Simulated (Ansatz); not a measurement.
# ClFH4O3Ti: the cost of one run

Method: RKS PBE0-D4/def2-SVP, in Ansatz 0.2.0.

1 further run of the same task is left out (it didn't finish).

## (1) The system as given

Bond lengths: Ti1–O2 2.270 Å, O2–H3 1.010 Å, Ti1–O4 1.920 Å, O4–H5 1.010 Å, Ti1–Cl6 2.368 Å, Ti1–O7 1.919 Å, O7–H8 1.010 Å, Ti1–F9 2.130 Å, Ti1–H10 2.232 Å. Angles (14 of 18 angles, heavy atoms first): O2–Ti1–O4 109.5°, O2–Ti1–Cl6 109.5°, O2–Ti1–O7 109.5°, O2–Ti1–F9 71.6°, O4–Ti1–Cl6 109.5°, O4–Ti1–O7 109.5°, O4–Ti1–F9 75.6°, Cl6–Ti1–O7 109.5°, Cl6–Ti1–F9 64.5°, O7–Ti1–F9 173.5°, Ti1–O2–H3 109.5°, O2–Ti1–H10 36.4°, O4–Ti1–H10 92.7°, Cl6–Ti1–H10 86.2°.

Structure file:

```xyz
10

Ti    0.0000    0.0000    0.0000
O     0.0000    0.0000    2.2700
H    -0.9095   -0.2814    2.6071
O     1.8106    0.0000   -0.6394
H     2.1269   -0.9521   -0.7560
Cl   -1.1163    1.9339   -0.7892
O    -0.9043   -1.5667   -0.6394
H    -1.3590   -2.0324    0.1330
F     0.7985    1.8569    0.6716
H     0.5234    1.2172    1.7956
```

## (2) Pulling towards end A

Springs on the bonds that form and break draw the guess towards this end; the thresholds are loose.

input.yaml

```yaml
crystal:
  periodic: [false, false, false]
  atoms:
    - { symbol: Ti, position_ang: [0.0, 0.0, 0.0] }
    - { symbol: O, position_ang: [0.0, 0.0, 2.27] }
    - { symbol: H, position_ang: [-0.9095, -0.2814, 2.6071] }
    - { symbol: O, position_ang: [1.8106, 0.0, -0.6394] }
    - { symbol: H, position_ang: [2.1269, -0.9521, -0.756] }
    - { symbol: Cl, position_ang: [-1.1163, 1.9339, -0.7892] }
    - { symbol: O, position_ang: [-0.9043, -1.5667, -0.6394] }
    - { symbol: H, position_ang: [-1.359, -2.0324, 0.133] }
    - { symbol: F, position_ang: [0.7985, 1.8569, 0.6716] }
    - { symbol: H, position_ang: [0.5234, 1.2172, 1.7956] }
basis:
  gaussian: { orbitals: def2-SVP }
hamiltonian:
  xc: pbe0
  dispersion: d4
relax:
  f_tol: 0.15
  max_steps: 25
  restrain:
    - { distance: [0, 8], at: 3.03, k: 30.0 }
    - { distance: [9, 1], at: 2.21, k: 30.0 }
    - { distance: [0, 1], at: 1.92, k: 30.0 }
    - { distance: [9, 8], at: 0.92, k: 30.0 }
output:
  orbitals: {}
```

On the command line:

```console
$ ansatz run input.yaml --threads 4 --pin off --max-ram 5120MiB --backend cpu --events-out ev --progress --plain --runs-dir out
```

**Question.** How long does this run take on 4 threads of Arm Neoverse V2, shared host, and how much memory does it need?

About 40 s, with a peak of 0.35 GiB.
